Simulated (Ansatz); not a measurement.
# CaH4 in Ansatz: the effect of strain

CaH4:

```
Ca H
1.0
     4.20966    0.00000    0.00000
     0.00000    4.20966    0.00000
     0.00000    0.00000    4.16798
Ca H
1 4
Direct
  0.00000 0.00000 0.00000
  0.50000 0.00000 0.00000
  0.00000 0.50000 0.00000
  0.00000 0.00000 0.50000
  0.50000 0.50000 0.50000
```

The cell was built by a generator and needn't be a form met in nature.

The cell isn't the ideal one: strained by +1 %.

Alike in all runs:

| Item | Value |
| --- | --- |
| Program | Ansatz 0.2.0 |
| Task | single point |
| Functional | PBE |
| Potentials or basis | Ansatz PAW |
| Cutoff | 420 eV (not typed: the program's choice for these potentials) |
| k mesh | 5 × 5 × 5 |
| Occupations | fermi-dirac, width 0.05 eV |
| Spin | no spin polarisation |

```tsv
strain	pressure (GPa)
0.01	-0.3
0.02	-0.7
0.04	?
```

Q: What does the run with strain 0.04 give?

A: Pressure -1.3 GPa.
